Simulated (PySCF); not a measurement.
**InH2(OiPr): geometry, NMR shifts and electronic excitations**

Wanted: the NMR shifts and electronic excitations of InH2(OiPr) (`[H][In]([H])[O]C(C)C`), by calculation.

Programs: PySCF 2.14.0, with density-fitted response routines of our own. Each step states its level of theory. These are calculated values for one molecule in the gas phase, unless marked as measured. Atoms count from 0, in the outputs and in this text.

### Step 1. The starting structure

14 atoms, charge 0, multiplicity 1; geometry from: GFN2-xTB. The atoms were then displaced at random by about 0.03 Å, so the start is not that level's minimum.

Bonds of the start (Å): In0–H1 1.69, In0–H2 1.77, In0–O3 1.87, O3–C4 1.42, C4–C5 1.56, C4–C6 1.57, C4–H7 1.04, C5–H8 1.13, C5–H9 1.13, C5–H10 1.08, C6–H11 1.07, C6–H12 1.06, C6–H13 1.11.

### Step 2. Geometry optimisation at PBE0-D3(BJ)/def2-SVP

The job: settings as JSON, then the geometry in Å.

```
{"job": {"xc": "PBE0", "basis": "def2-SVP", "d3": "d3bj", "grid": 1, "maxiter": 40, "shake": 0.03, "kind": "geom"}, "charge": 0, "multiplicity": 1}
In     0.782040     1.926410    -0.972320
H      1.412680     2.540640     0.470640
H      0.661950     2.874220    -2.458580
O     -0.106350     0.307340    -1.295100
C     -0.435280    -0.709950    -0.353220
C     -1.311600    -0.150680     0.811570
C      0.922400    -1.238230     0.226820
H     -0.915730    -1.489710    -0.847400
H     -0.770130     0.656960     1.391750
H     -1.538910    -0.965240     1.556680
H     -2.255000     0.225080     0.438060
H      1.531930    -1.574770    -0.580070
H      1.333650    -0.395910     0.721390
H      0.668900    -2.049970     0.933010
```

Command:

```console
$ OMP_NUM_THREADS=1 python probes_run.py task.json out
```

The driver reads the jobs from task.json and runs them one after another.

Standard output:

```text
step   0  E = -384.68535028  max force = 0.064784
step   1  E = -384.70537772  max force = 0.013643
step   2  E = -384.70694262  max force = 0.002471
step   3  E = -384.70713404  max force = 0.001132
step   4  E = -384.70717376  max force = 0.000738
step   5  E = -384.70718771  max force = 0.000385
optimisation converged
```

It took 1.7 min on 1 thread of AMD EPYC, shared host; peak memory 0.49 GiB.

Along the way:

```tsv
step	energy from step 0 (eV)	largest force component (eV/Å)
0	0.0000	3.3313
1	-0.5450	0.7016
2	-0.5876	0.1271
3	-0.5928	0.0582
4	-0.5938	0.0379
5	-0.5942	0.0198
```

Close pairs (by a distance rule), those that changed most:

```tsv
bond	before (Å)	after (Å)	change (Å)
In0–O3	1.875	2.010	+0.135
C4–H7	1.041	1.109	+0.068
In0–H2	1.767	1.715	-0.052
C4–C6	1.568	1.524	-0.044
C6–H12	1.060	1.104	+0.044
C4–C5	1.561	1.524	-0.037
C6–H11	1.066	1.100	+0.035
In0–H1	1.690	1.722	+0.032
```

The final coordinates are the input of the step that follows.

```tsv
at the end point	value
rotational constants (GHz, main isotopes)	5.892, 1.330, 1.254
dipole moment (D)	1.45
```

### Step 3. Shielding tensors: PBE0/def2-TZVP+pcSseg-1

The job: settings as JSON, then the geometry in Å.

```
{"job": {"kind": "nmr", "xc": "PBE0", "basis": {"default": "pcSseg-1", "In": "def2-TZVP"}}, "charge": 0, "multiplicity": 1}
In     0.721272     2.074258    -1.027423
H      1.299240     2.488691     0.541203
H      0.744255     2.900287    -2.529720
O     -0.177451     0.295049    -1.284726
C     -0.405549    -0.676840    -0.306024
C     -1.296282    -0.154933     0.815061
C      0.900021    -1.249512     0.231431
H     -0.951311    -1.502474    -0.806306
H     -0.788162     0.654145     1.368745
H     -1.550265    -0.945365     1.538625
H     -2.232776     0.246501     0.399293
H      1.521692    -1.617836    -0.598325
H      1.469405    -0.472649     0.771422
H      0.726461    -2.083131     0.929974
```

Level: GIAO PBE0/pcSseg-1 In:def2-TZVP NMR shielding, scalar relativity only through core potentials, gas phase.

Standard output:

```text
coarse grid: 51056 points
cycle   1  E = -383.9700078826  dE = -3.174e+01  |g| = 2.046e+00  |ddm| = 4.539e+01
cycle   2  E = -383.0253819915  dE =  9.446e-01  |g| = 3.317e+00  |ddm| = 7.936e+00
cycle   3  E = -384.7820991554  dE = -1.757e+00  |g| = 5.005e-01  |ddm| = 3.831e+00
cycle   4  E = -384.7928975662  dE = -1.080e-02  |g| = 4.379e-01  |ddm| = 7.398e-01
cycle   5  E = -384.8292979459  dE = -3.640e-02  |g| = 2.731e-02  |ddm| = 3.775e-01
cycle   6  E = -384.8294248836  dE = -1.269e-04  |g| = 8.389e-03  |ddm| = 2.644e-02
cycle   7  E = -384.8294403342  dE = -1.545e-05  |g| = 2.985e-03  |ddm| = 8.662e-03
cycle   8  E = -384.8294424482  dE = -2.114e-06  |g| = 4.343e-04  |ddm| = 2.749e-03
final grid: 107224 points
cycle   9  E = -384.8295336764  dE = -1.202e-07  |g| = 4.638e-04  |ddm| = 2.535e-03
cycle  10  E = -384.8295336487  dE =  2.766e-08  |g| = 6.049e-04  |ddm| = 7.336e-04
cycle  11  E = -384.8295337201  dE = -7.135e-08  |g| = 9.342e-05  |ddm| = 4.215e-04
cycle  12  E = -384.8295337216  dE = -1.580e-09  |g| = 2.379e-05  |ddm| = 9.079e-05
cycle  13  E = -384.8295337218  dE = -1.176e-10  |g| = 4.637e-06  |ddm| = 2.362e-05
converged SCF energy = -384.8295337218

GIAO shielding tensors (ppm)
atom      isotropic    diamagn.    paramagn.     s11        s22        s33       span
  0 In         nan         nan         nan        nan        nan        nan        nan
  1 H       24.823      27.190      -2.367     18.237     18.642     37.589     19.352
  2 H       25.487      27.025      -1.538     18.051     19.044     39.364     21.313
  3 O      123.030     394.154    -271.124    -76.173    163.302    281.962    358.135
  4 C      114.398     239.942    -125.544     89.521     99.051    154.622     65.101
  5 C      151.677     250.772     -99.095    127.337    144.782    182.913     55.576
  6 C      151.583     250.553     -98.970    127.396    144.407    182.946     55.550
  7 H       26.976      29.592      -2.615     23.278     25.418     32.232      8.954
  8 H       30.319      31.841      -1.522     27.295     30.803     32.859      5.564
  9 H       30.031      30.022       0.009     25.859     27.519     36.716     10.857
 10 H       29.807      30.179      -0.373     26.509     27.485     35.427      8.918
 11 H       29.773      30.085      -0.313     26.463     27.442     35.414      8.951
 12 H       30.383      31.769      -1.386     27.464     30.724     32.959      5.494
 13 H       30.030      29.978       0.052     25.879     27.487     36.723     10.844
```

It took 56 s on 1 thread of AMD EPYC, shared host; peak memory 0.9 GiB.

Shifts follow as δ = σ(reference) − σ, with reference shieldings (ppm) from runs at the same level and on the same kind of geometry: ¹H TMS 31.27, ¹³C TMS 184.4, ¹⁷O H2O 334.6. The references are single molecules in the gas phase, so shifts against H2O, NH3, PH3, H3PO4 or CFCl3 are not on the usual liquid scales and can be off by tens of ppm. Atoms listed in one row are averaged.

```tsv
atoms	environment	σ (ppm)	δ (ppm)
C4	carbon bonded to 2 C, O, H	114.4	70.0
C5, C6	carbon bonded to C, 3 H	151.6	32.8
H1, H2	hydrogen on a In bonded to O	25.15	6.11
H7	hydrogen on a carbon bonded to 2 C, O	26.98	4.29
H8, H9, H10, H11, H12, H13	hydrogen on a carbon bonded to C	30.06	1.21
O3	oxygen bonded to C, In	123.0	211.5
```

Atoms past Kr carry core potentials, so their printed shieldings have no meaning and are left out of the table.

The run also stored atomic charges by several schemes (e):

```tsv
atoms	Mulliken	ESP fit
In0	0.54	0.85
O3	-0.63	-0.70
C4	0.02	0.76
C5, C6	-0.29	-0.53
```

Mayer bond orders: In0–O3 0.92, O3–C4 0.94, C4–C5 1.02, C4–C6 1.02.

With diffuse functions Mulliken charges and Mayer bond orders lose their meaning; the other schemes are steadier.

The fields below are evaluated on a grid from the run's orbitals.

Frontier orbitals at PBE0/def2-TZVP+pcSseg-1, with the share of their density that lies nearest to each atom:

```tsv
orbital	energy (eV)	lies on
HOMO	-7.29	O3 53 %; H1, H7 about 11 % each; C4, C6 about 6 % each
LUMO	-1.50	In0 48 %; H1, H2 about 17 % each; O3 7 %
```

ELF in a plane through or near 5 of the atoms.

Values, 10 rows by 14 columns:
```
0.00 0.00 0.00 0.00 0.00 0.00 0.00 0.00 0.00 0.00 0.00 0.00 0.00 0.00
0.00 0.00 0.00 0.00 0.00 0.00 0.00 0.01 0.01 0.00 0.00 0.00 0.00 0.00
0.00 0.00 0.00 0.00 0.00 0.00 0.04 0.76 0.45 0.09 0.01 0.00 0.00 0.00
0.00 0.00 0.02 0.08 0.09 0.03 0.04 0.68 0.48 0.99 0.70 0.00 0.00 0.00
0.00 0.01 0.43 0.26 0.37 0.15 0.05 0.64 0.52 0.96 0.36 0.00 0.00 0.00
0.00 0.06 0.72 0.24 0.53 0.28 0.18 0.51 0.44 0.13 0.01 0.00 0.00 0.00
0.00 0.00 0.26 0.26 0.17 0.10 0.02 0.54 0.18 1.00 0.87 0.00 0.00 0.00
0.00 0.00 0.00 0.01 0.01 0.00 0.03 0.83 0.75 0.46 0.10 0.00 0.00 0.00
0.00 0.00 0.00 0.00 0.00 0.00 0.00 0.28 0.19 0.01 0.00 0.00 0.00 0.00
0.00 0.00 0.00 0.00 0.00 0.00 0.00 0.00 0.00 0.00 0.00 0.00 0.00 0.00
```
The map spans 12.8 Å across and 9.5 Å up, centred on the molecule. Atoms in the plane (x, y in Å): In0 (-2.4, 0.0), C5 (0.9, 1.3), C6 (0.9, -1.2), H9 (1.9, 1.3), H13 (2.0, -1.3).

log10 of the density (e/Å³) in the same plane.

Values, 10 rows by 14 columns:
```
-4.0 -4.0 -4.0 -4.0 -4.0 -4.0 -4.0 -4.0 -4.0 -4.0 -4.0 -4.0 -4.0 -4.0
-4.0 -4.0 -4.0 -4.0 -4.0 -4.0 -3.4 -2.7 -2.7 -3.4 -4.0 -4.0 -4.0 -4.0
-4.0 -4.0 -3.9 -3.4 -3.2 -3.0 -2.2 -1.1 -1.1 -1.9 -2.8 -4.0 -4.0 -4.0
-3.7 -3.5 -2.7 -2.0 -1.7 -1.8 -1.5 -0.1  0.1 -0.4 -1.8 -3.7 -4.0 -4.0
-3.7 -2.8 -1.8 -0.9  0.1 -0.6 -1.1 -0.1  0.1 -0.6 -1.9 -3.8 -4.0 -4.0
-4.0 -2.6 -1.5 -0.4  1.2  0.0 -0.8 -0.3 -0.4 -1.3 -2.3 -3.9 -4.0 -4.0
-4.0 -3.0 -2.1 -1.3 -0.8 -1.2 -1.4  0.0  0.9 -0.1 -1.6 -3.6 -4.0 -4.0
-4.0 -4.0 -3.2 -2.7 -2.5 -2.6 -2.0 -0.5 -0.4 -1.3 -2.3 -3.9 -4.0 -4.0
-4.0 -4.0 -4.0 -4.0 -3.9 -3.7 -2.9 -1.9 -2.0 -2.7 -3.6 -4.0 -4.0 -4.0
-4.0 -4.0 -4.0 -4.0 -4.0 -4.0 -4.0 -3.7 -3.7 -4.0 -4.0 -4.0 -4.0 -4.0
```
The map spans 12.8 Å across and 9.5 Å up, centred on the molecule. Atoms in the plane (x, y in Å): In0 (-2.4, 0.0), C5 (0.9, 1.3), C6 (0.9, -1.2), H9 (1.9, 1.3), H13 (2.0, -1.3).

On the surface of density 0.002 e/bohr³ the electrostatic potential runs, from the 1st to the 99th percentile, from -1.77 V near O3 to 2.62 V near In0.

### Step 4. TDDFT and polarisability: B3LYP/def2-SVPD

Settings changed since step 3:

```diff
@@ -1,2 +1,2 @@
-{"job": {"kind": "nmr", "xc": "PBE0", "basis": {"default": "pcSseg-1", "In": "def2-TZVP"}}, "charge": 0, "multiplicity": 1}
+{"job": {"kind": "uv", "xc": "B3LYP", "basis": "def2-SVPD", "ip": true, "nstates": 10}, "charge": 0, "multiplicity": 1}
 In     0.721272     2.074258    -1.027423
```

Level: TDDFT B3LYP/def2-SVPD, vertical, gas phase, core orbitals frozen in the response.

Standard output:

```text
coarse grid: 51056 points
cycle   1  E = -383.8207478894  dE = -2.015e+01  |g| = 2.196e+00  |ddm| = 1.711e+01
cycle   2  E = -378.4305765441  dE =  5.390e+00  |g| = 5.495e+00  |ddm| = 6.616e+01
cycle   3  E = -384.9625433316  dE = -6.532e+00  |g| = 4.824e-01  |ddm| = 6.655e+01
cycle   4  E = -384.8252167165  dE =  1.373e-01  |g| = 9.406e-01  |ddm| = 1.747e+00
cycle   5  E = -385.0131334807  dE = -1.879e-01  |g| = 7.981e-02  |ddm| = 1.167e+00
cycle   6  E = -385.0146918005  dE = -1.558e-03  |g| = 3.054e-02  |ddm| = 1.670e-01
cycle   7  E = -385.0149093751  dE = -2.176e-04  |g| = 5.041e-03  |ddm| = 4.568e-02
cycle   8  E = -385.0149172158  dE = -7.841e-06  |g| = 9.065e-04  |ddm| = 1.116e-02
final grid: 107224 points
cycle   9  E = -385.0149750392  dE = -2.014e-07  |g| = 1.018e-03  |ddm| = 1.306e-02
cycle  10  E = -385.0149746765  dE =  3.627e-07  |g| = 1.612e-03  |ddm| = 3.782e-03
cycle  11  E = -385.0149752785  dE = -6.020e-07  |g| = 3.905e-04  |ddm| = 2.193e-03
cycle  12  E = -385.0149753080  dE = -2.956e-08  |g| = 5.567e-05  |ddm| = 4.448e-04
cycle  13  E = -385.0149753088  dE = -7.494e-10  |g| = 4.983e-06  |ddm| = 8.913e-05
converged SCF energy = -385.0149753088

Static polarisability (au): isotropic 81.246, principal 70.235 77.029 96.473

Singlet excitations
state   eV       nm        f      main configurations
  1   4.2980    288.5   0.00191   H-1->L 0.54, H->L 0.46
  2   4.6099    269.0   0.03463   H->L 0.51, H-1->L 0.43
  3   5.4554    227.3   0.01006   H->L+1 0.56, H-1->L+1 0.41
  4   5.5806    222.2   0.00215   H-2->L 0.99
  5   5.8130    213.3   0.10812   H-1->L+1 0.53, H->L+1 0.39
  6   6.4445    192.4   0.02073   H->L+2 0.65, H-1->L+2 0.28
  7   6.4905    191.0   0.01030   H-1->L+2 0.67, H->L+2 0.30
  8   6.7462    183.8   0.02330   H->L+3 0.80, H-1->L+3 0.14
  9   6.7679    183.2   0.04423   H-1->L+3 0.80, H->L+3 0.14
 10   6.9565    178.2   0.00604   H-4->L 0.98

Triplet excitations (Tamm-Dancoff, eV): 4.0185 4.1431 5.0426 5.1359
Vertical ionisation energy (delta-SCF) = 9.2135 eV
Vertical electron affinity (delta-SCF) = 0.0374 eV
```

It took 4.6 min on 1 thread of AMD EPYC, shared host; peak memory 0.94 GiB.

The orbitals next to the gap, with their largest atomic shares:

```tsv
orbital	eV	atoms
HOMO−3	-9.60	C6 24 %, C5 24 %, H11 14 %
HOMO−2	-8.45	In0 37 %, H2 34 %, H1 19 %
HOMO−1	-7.14	O3 57 %, C4 12 %, C5 10 %
HOMO	-7.13	O3 59 %, C4 11 %, C6 10 %
LUMO	-1.81	In0 68 %, O3 10 %, H1 9 %
LUMO+1	-0.64	In0 40 %, H1 22 %, H2 21 %
LUMO+2	0.19	In0 50 %, C5 6 %, C6 6 %
```

With each of the 10 states as a Gaussian band of 0.4 eV half-width at 1/e, the curve within the window shown has maxima at 269 nm (ε 1,400), 214 nm (ε 4,700), 186 nm (ε 3,700) L/(mol cm). Beyond the last state computed it falls off for lack of states. The curve at chosen wavelengths:

(nm, ε (L/mol/cm)): (171, 752), (178, 2565), (184, 3691), (191, 3312), (197, 2815), (204, 3512), (210, 4514), (217, 4521), (223, 3444), (230, 1960), (237, 1005), (243, 706), (250, 795), (256, 1058), (263, 1348), (269, 1450), (276, 1352), (283, 1091), (289, 824), (296, 539), (302, 351), (309, 199), (315, 118), (322, 61), (328, 34), (335, 17)

Leading natural transition orbitals of singlet state 5: the hole lies on O3 56 %; H7 13 %; C4 7 %; the particle on In0 31 %; H1, H2 about 24 % each; O3 11 %.

Leading natural transition orbitals of singlet state 1: the hole lies on O3 56 %; H1, H7 about 11 % each; the particle on In0 50 %; H1, H2 about 16 % each; O3 8 %.

Further results of this job:

```tsv
property	computed
dipole moment (D)	1.44
polarisability (Å³)	12.04
HOMO–LUMO gap (eV)	5.32
−ε(HOMO) (eV)	7.13
```

### Step 5. NMR shieldings: KT2/def2-TZVP+pcSseg-1

Settings changed since step 4:

```diff
@@ -1,2 +1,2 @@
-{"job": {"kind": "uv", "xc": "B3LYP", "basis": "def2-SVPD", "ip": true, "nstates": 10}, "charge": 0, "multiplicity": 1}
+{"job": {"kind": "nmr", "xc": "KT2", "basis": {"default": "pcSseg-1", "In": "def2-TZVP"}, "pop": false}, "charge": 0, "multiplicity": 1}
 In     0.721272     2.074258    -1.027423
```

With the program's defaults for keys left out, this is: GIAO KT2/pcSseg-1 In:def2-TZVP NMR shielding, scalar relativity only through core potentials, gas phase.

Standard output:

```text
coarse grid: 51056 points
cycle   1  E = -388.2437650681  dE = -3.137e+01  |g| = 2.259e+00  |ddm| = 4.401e+01
cycle   2  E = -380.5621530821  dE =  7.682e+00  |g| = 6.784e+00  |ddm| = 1.452e+01
cycle   3  E = -389.1997741681  dE = -8.638e+00  |g| = 8.586e-01  |ddm| = 1.171e+01
cycle   4  E = -388.4376134449  dE =  7.622e-01  |g| = 1.961e+00  |ddm| = 2.484e+00
cycle   5  E = -389.3373245684  dE = -8.997e-01  |g| = 1.951e-01  |ddm| = 1.861e+00
cycle   6  E = -389.3450510319  dE = -7.726e-03  |g| = 1.377e-01  |ddm| = 3.770e-01
cycle   7  E = -389.3497371553  dE = -4.686e-03  |g| = 2.870e-02  |ddm| = 1.074e-01
cycle   8  E = -389.3499226110  dE = -1.855e-04  |g| = 1.037e-02  |ddm| = 2.998e-02
cycle   9  E = -389.3499495839  dE = -2.697e-05  |g| = 2.768e-03  |ddm| = 1.170e-02
cycle  10  E = -389.3499513655  dE = -1.782e-06  |g| = 8.802e-04  |ddm| = 3.909e-03
final grid: 107224 points
cycle  11  E = -389.3500629219  dE =  4.242e-07  |g| = 1.982e-03  |ddm| = 4.021e-03
cycle  12  E = -389.3500570564  dE =  5.865e-06  |g| = 5.735e-03  |ddm| = 6.276e-03
cycle  13  E = -389.3500636768  dE = -6.620e-06  |g| = 4.414e-04  |ddm| = 4.840e-03
cycle  14  E = -389.3500637256  dE = -4.872e-08  |g| = 6.333e-05  |ddm| = 4.687e-04
cycle  15  E = -389.3500637266  dE = -9.807e-10  |g| = 9.738e-06  |ddm| = 6.977e-05
converged SCF energy = -389.3500637266

GIAO shielding tensors (ppm)
atom      isotropic    diamagn.    paramagn.     s11        s22        s33       span
  0 In         nan         nan         nan        nan        nan        nan        nan
  1 H       24.239      27.349      -3.110     17.812     18.005     36.900     19.087
  2 H       25.109      27.072      -1.962     17.797     18.916     38.614     20.817
  3 O       66.258     394.070    -327.812   -175.433    122.139    252.069    427.502
  4 C      109.468     242.665    -133.198     84.320     94.829    149.253     64.933
  5 C      149.406     251.590    -102.184    123.280    142.707    182.230     58.950
  6 C      149.323     251.392    -102.068    123.310    142.396    182.264     58.954
  7 H       26.633      29.761      -3.128     23.167     25.167     31.564      8.396
  8 H       30.196      32.168      -1.972     27.541     30.652     32.395      4.854
  9 H       29.799      30.071      -0.272     25.733     27.410     36.254     10.521
 10 H       29.693      30.228      -0.535     26.662     27.375     35.041      8.379
 11 H       29.659      30.142      -0.483     26.627     27.321     35.031      8.404
 12 H       30.269      32.097      -1.828     27.732     30.573     32.502      4.771
 13 H       29.793      30.026      -0.233     25.752     27.367     36.260     10.508
```

Run time: 68 s. Hardware: 1 thread of AMD EPYC, shared host; peak memory 0.86 GiB.

In short: δ C4 73.8, C5 33.9, O3 264.4, H1 6.50, H7 4.55 ppm (means over like atoms).

### Step 6. Side by side: NMR shifts

Shifts (ppm), means over like atoms, with basis size and wall time:

```tsv
run	C4	C5	H1	H7	H8	O3	functions	time
PBE0/def2-TZVP+pcSseg-1	70.0	32.8	6.11	4.29	1.21	211.5	163	56 s
KT2/def2-TZVP+pcSseg-1	73.8	33.9	6.50	4.55	1.28	264.4	163	68 s
```

### Step 7. Outcome

```
                                                                         quantity                        value
                                             rotational constants (main isotopes)         5.89, 1.33, 1.25 GHz
¹³C shifts against TMS (PBE0/def2-TZVP+pcSseg-1, means over atoms taken as alike)               70.0, 32.8 ppm
 ¹H shifts against TMS (PBE0/def2-TZVP+pcSseg-1, means over atoms taken as alike)         6.11, 4.29, 1.21 ppm
                                 ¹⁷O shifts against H2O (PBE0/def2-TZVP+pcSseg-1)                    211.5 ppm
                                            surface potential, 1st and 99th percentile           -1.77 V and 2.62 V
                                                 lowest singlet (B3LYP/def2-SVPD)  4.30 eV (288 nm), f = 0.002
                                         brightest single state of those computed  state 5, 5.81 eV, f = 0.108
                                                                   lowest triplet                      4.02 eV
                                                vertical ionisation energy (ΔSCF)                      9.21 eV
                                                vertical electron affinity (ΔSCF)                      0.04 eV
                                                         range of the shift of O3           211.5 to 264.4 ppm
```

The start was shaken at random, so part of the energy gained undoes that. Relaxing lowered the energy by 0.594 eV in 5 steps; the close pair that moved most is In0–O3, from 1.875 to 2.010 Å. No frequency check was run at this level, so the end point may be a saddle. At PBE0/def2-TZVP+pcSseg-1: Shielding is most anisotropic at O3 (span 358 ppm, paramagnetic term -271 ppm). At PBE0/def2-TZVP+pcSseg-1, counted by nearest atom on the grid, the HOMO lies on O3 53 %; H1, H7 about 11 % each, the LUMO on In0 48 %; H1, H2 about 17 % each. The first singlet state (HOMO−1→LUMO 0.54, HOMO→LUMO 0.46) lies at 4.30 eV and is weak; of the 10 states computed, the strongest absorption comes from state 5 at 5.81 eV. The lowest triplet lies 0.28 eV below the lowest singlet (triplets in Tamm-Dancoff, singlets in full TDDFT). Spin-orbit coupling, left out, mixes singlets and triplets in elements this heavy. The orbital energy would give 7.13 eV for ionisation, ΔSCF gives 9.21 eV. In ppm, O3 moves most: its shift spreads over 52.9 ppm, from 211.5 (PBE0/def2-TZVP+pcSseg-1) to 264.4 (KT2/def2-TZVP+pcSseg-1). Spin-orbit coupling is left out, which matters for shieldings and couplings at and beside the heavy atoms.
